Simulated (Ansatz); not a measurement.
# B5W2: the cost of one run

Computed with Ansatz 0.2.0 (DFT PBE, scalar-relativistic, plane waves, PAW, unless a step's input says otherwise).

### Step 1. The starting structure

The structure is cubic, space group F-43m (No. 216). The conventional cell has a = 6.771 Å, b = 6.771 Å, c = 6.771 Å, α = 90.00°, β = 90.00°, γ = 90.00°. Around B (site symmetry -43m) lie 12 B at 2.89 Å and 8 W at 2.93 Å. B (site symmetry 3m) has 3 B at 1.80 Å and 1 W at 1.83 Å as nearest neighbours. Around W (site symmetry -43m) lie 4 B at 1.83 Å. Around W (site symmetry -43m) lie 16 B at 2.77 to 2.93 Å.

Coordinates:

```
B W
1.0
     0.00000    3.38553    3.38553
     3.38553    0.00000    3.38553
     3.38553    3.38553    0.00000
B W
5 2
Direct
  0.50000 0.50000 0.50000
  0.09384 0.09384 0.09384
  0.09384 0.09384 0.71849
  0.09384 0.71849 0.09384
  0.71849 0.09384 0.09384
  0.25000 0.25000 0.25000
  0.75000 0.75000 0.75000
```

Recipe of the guess: random cell by space group and Wyckoff sites (F-43m, No. 216). Lengths come from tabulated atomic sizes and are only a guess.

### Step 2. The guess as it stands, on a coarse mesh

File input.yaml:

```yaml
crystal:
  lattice:
    - [0.0, 3.3855256, 3.3855256]
    - [3.3855256, 0.0, 3.3855256]
    - [3.3855256, 3.3855256, 0.0]
  atoms:
    - { symbol: B, position: [0.5, 0.5, 0.5] }
    - { symbol: B, position: [0.09383531, 0.09383531, 0.09383531] }
    - { symbol: B, position: [0.09383531, 0.09383531, 0.71849407] }
    - { symbol: B, position: [0.09383531, 0.71849407, 0.09383531] }
    - { symbol: B, position: [0.71849407, 0.09383531, 0.09383531] }
    - { symbol: W, position: [0.25, 0.25, 0.25] }
    - { symbol: W, position: [0.75, 0.75, 0.75] }
basis:
  ecutwfc: 420
kpoints:
  mp_grid: { grid: [4, 4, 4] }
hamiltonian:
  xc: pbe
scf:
  occupations: { method: gaussian, width: 0.1 }
  lower_state_search: "off"
output:
  forces: true
  stress: true
  eigenvalues: true
```

Run with:

```bash
$ ansatz run input.yaml --threads 1 --pin off --max-ram 2560MiB --backend cpu --events-out ev --progress --plain --runs-dir out
```

What time and memory should one allow on 1 thread of Arm Neoverse V2, shared host?

About 1.8 s, with a peak of 0.29 GiB.
